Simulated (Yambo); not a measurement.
Al: energy-loss spectrum with LDA

Crystal: Al.

```
CELL_PARAMETERS angstrom
0.00000 2.02481 2.02481
2.02481 0.00000 2.02481
2.02481 2.02481 0.00000
ATOMIC_POSITIONS crystal
Al 0.00000 0.00000 0.00000
```

```yaml
Program: Yambo 5.3.0
Task: energy-loss spectrum
Functional: LDA
Potentials_or_basis: PseudoDojo 0.4.1 SR LDA standard
Cutoff: 599 eV
Density_cutoff: 2395 eV
k_mesh: 14 × 14 × 14
Occupations: fermi-dirac, width 0.05 eV
Spin: no spin polarisation
k_mesh_of_the_self-consistent_run: 14 × 14 × 14
Form_of_the_LDA: PW92
Broadening: 0.5 eV
Kernel: Hartree (RPA with local fields)
Top_of_the_energy_range: 60 eV
Energy_points: 200
Correction_of_the_levels: none
Bands_in_the_response: 27
Cutoff_of_the_response_matrix: 2 Ry
```

```json
{
 "Band gap on the k mesh, mean-field level": "none (metal or under the smearing width)",
 "Peak of the energy-loss function": "16.3 eV"
}
```

Energy-loss function at q = [0.0, 0.0, 0.21429] (reciprocal lattice):
```csv
energy (eV),loss
0.0,0.000
2.7,0.046
5.1,0.074
7.8,0.082
10.6,0.154
13.0,0.473
15.7,6.393
18.4,0.974
20.8,0.246
23.5,0.106
26.2,0.061
28.6,0.039
31.4,0.027
33.8,0.024
36.5,0.021
39.2,0.019
41.6,0.013
44.3,0.011
47.0,0.010
49.4,0.010
52.2,0.009
54.9,0.006
57.3,0.005
60.0,0.004
```

Wall time 22 s on 1 thread of Arm Neoverse V1 (shared host).
